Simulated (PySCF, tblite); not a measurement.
**C₄H₈SSi: geometry, infrared bands and NMR shifts**

What infrared bands and NMR shifts should C₄H₈SSi (`S=C1CC[SiH2]C1`) show?

Programs: tblite 0.8.0 and PySCF 2.14.0, with density-fitted response routines of our own. Each step states its level of theory. These are calculated values for one molecule in the gas phase, unless marked as measured. Atoms are numbered from 0 throughout.

### 1 Starting geometry

14 atoms, charge 0, multiplicity 1; geometry from: force field or distance geometry start.

Bonds of the start (Å): S0–C1 1.69, C1–C2 1.52, C2–C3 1.55, C3–Si4 1.89, Si4–C5 1.89, C5–C1 1.52, C2–H6 1.08, C2–H7 1.09, C3–H8 1.09, C3–H9 1.11, Si4–H10 1.49, Si4–H11 1.48, C5–H12 1.08, C5–H13 1.10.

### 2 Relaxing the molecule with GFN2-xTB

The job: settings as JSON, then the geometry in Å.

```
{"job": {"kind": "relax", "xc": "GFN2-xTB", "basis": "xTB"}, "charge": 0, "multiplicity": 1}
S      2.839000    -0.442000     0.914900
C      1.283800    -0.172100     0.311300
C      0.334500    -1.329500     0.050200
C     -1.103700    -0.773400     0.187000
Si    -1.038600     1.012800    -0.413700
C      0.804400     1.221400    -0.056800
H      0.488900    -2.169400     0.717900
H      0.503300    -1.664600    -0.977300
H     -1.820200    -1.387900    -0.359900
H     -1.395400    -0.777500     1.256800
H     -1.300900     1.075400    -1.882600
H     -1.902100     1.913900     0.384800
H      1.338000     1.578400    -0.930700
H      0.968400     1.914000     0.775800
```

Started as:

```console
$ OMP_NUM_THREADS=1 python probes_run.py task.json out
```

This one command runs all jobs of the session in turn.

**Question.** This job is followed by: GFN2-xTB harmonic vibrations, gas phase; GIAO PBE0/pcSseg-1 NMR shielding, non-relativistic, gas phase. What will the session give for the following? strongest single infrared mode (GFN2-xTB); zero-point energy (GFN2-xTB); 13C shifts against TMS (PBE0/pcSseg-1); 1H shifts against TMS (PBE0/pcSseg-1, means over atoms taken as alike); 33S shifts against CS2 (PBE0/pcSseg-1); 29Si shifts against TMS (PBE0/pcSseg-1).

**Answer**, as computed:

| quantity | value |
| --- | --- |
| strongest single infrared mode (GFN2-xTB) | 2269 cm⁻¹, 351 km/mol |
| zero-point energy (GFN2-xTB) | 65.9 kcal/mol |
| 13C shifts against TMS (PBE0/pcSseg-1) | 280.9, 53.8, 39.4, 9.1 ppm |
| 1H shifts against TMS (PBE0/pcSseg-1, means over atoms taken as alike) | 4.41, 3.29, 2.97, 1.28 ppm |
| 33S shifts against CS2 (PBE0/pcSseg-1) | 979 ppm |
| 29Si shifts against TMS (PBE0/pcSseg-1) | -40.1 ppm |

What this shows: Relaxing lowered the energy by 0.218 eV in 82 steps; the close pair that moved most is S0–C1, from 1.690 to 1.623 Å. No mode is imaginary among the 36: a minimum at this level. The strongest single mode, at 2269 cm⁻¹, moves mainly H10. GFN2-xTB is a fitted tight-binding method: band positions and strengths are rough. Its intensities can rank the bands wrongly. C1 (thiocarbonyl carbon) lies farthest downfield among carbon, at 280.9 ppm; the small n→π* gap of C=S deshields it strongly. At PBE0/pcSseg-1: Shielding is most anisotropic at S0 (span 2246 ppm, paramagnetic term -1532 ppm).
